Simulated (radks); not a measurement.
# Os²⁺ in [Kr] 4d10 4f14 5s1.75 5p6 5d6 6p0.25: an all-electron calculation

Aim: the levels, the sizes of the orbitals and the parts of the energy of the osmium ion Os2+.

The numbers are computed with radks (a radial shooting solver on a logarithmic mesh, Libxc functionals) version 1 (Dirac Kohn-Sham, exchange-only PBE, spin-unpolarised, spherical densities, finite nucleus; open shells fill j = l - 1/2 first), except any that are marked as measured or tabulated.

## 1. The system

```
element            : osmium (Z = 76)
charge             : +2
electrons          : 74
configuration      : [Kr] 4d10 4f14 5s1.75 5p6 5d6 6p0.25
nuclear rms radius : 5.4126 fm
```

## 2. The calculation

The run's settings:

```text
Z 76
configuration [Kr] 4d10 4f14 5s1.75 5p6 5d6 6p0.25 6s0 5f0 6d0 7p0
relativity Dirac
functional pbe,
spin unpolarised
j_filling energy
nucleus finite rms 5.4126 fm
c 137.035999084
```

Q: Predict the outcome of this run.

As calculated:

```
                        quantity                   value
                    total energy     -17272.3485 hartree
exchange-correlation share of it                  1.94 %
                            −T/E                  1.1348
          highest occupied level       6p1/2, -14.627 eV
    most extended occupied level  6p1/2, <r> = 3.19 bohr
 radius at density 0.001 e/bohr³               3.83 bohr
    maxima of the radial density                       4
```

The radial density shows 4 maxima for 6 occupied principal shells; where shells overlap, one shows as a shoulder or not at all. Relativity lifts −T/E to 1.135. This is not the tabulated ground configuration, so its levels and sizes aren't those of the ground state, and no measured value stands beside it.
